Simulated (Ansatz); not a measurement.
# Al2BrH3: the cost of one run

Program: Ansatz 0.2.0. Level of theory: RKS PBE-D4/def2-SVP. These are calculated values, not measurements.

**1. The system as given**

Bond lengths: Al1–Al2 2.548 Å, Al2–Br3 2.265 Å, Al1–H4 1.574 Å, Al1–H5 1.574 Å, Al2–H6 1.571 Å. Angles: Al1–Al2–Br3 124.8°, Al1–Al2–H6 124.0°, Br3–Al2–H6 111.3°, Al2–Al1–H4 119.4°, Al2–Al1–H5 125.2°, H4–Al1–H5 115.4°.

Coordinates:

```xyz
6

Al   -0.9965    0.4836   -0.7887
Al    0.9610   -0.2435    0.6716
Br    1.1853   -2.2961    1.6019
H    -2.1586   -0.5363   -1.0859
H    -1.1656    1.9081   -1.4366
H     2.1744    0.6842    1.0376
```

**2. End point A**

Contents of input.yaml:

```yaml
crystal:
  periodic: [false, false, false]
  atoms:
    - { symbol: Al, position_ang: [-0.99653, 0.48362, -0.78868] }
    - { symbol: Al, position_ang: [0.96099, -0.24348, 0.67162] }
    - { symbol: Br, position_ang: [1.18528, -2.29613, 1.6019] }
    - { symbol: H, position_ang: [-2.15857, -0.53631, -1.08587] }
    - { symbol: H, position_ang: [-1.16558, 1.90806, -1.43657] }
    - { symbol: H, position_ang: [2.17441, 0.68423, 1.0376] }
basis:
  gaussian: { orbitals: def2-SVP }
hamiltonian:
  xc: pbe
  dispersion: d4
relax:
  f_tol: 0.02
  max_steps: 50
output:
  orbitals: {}
```

On the command line:

```console
> ansatz run input.yaml --threads 2 --pin off --max-ram 3072MiB --backend cpu --events-out ev --progress --plain --runs-dir out
```

What time and memory should one allow on 2 threads of Intel Xeon 6975P-C (Granite Rapids), shared host?

About 4.3 s, with a peak of 0.15 GiB.
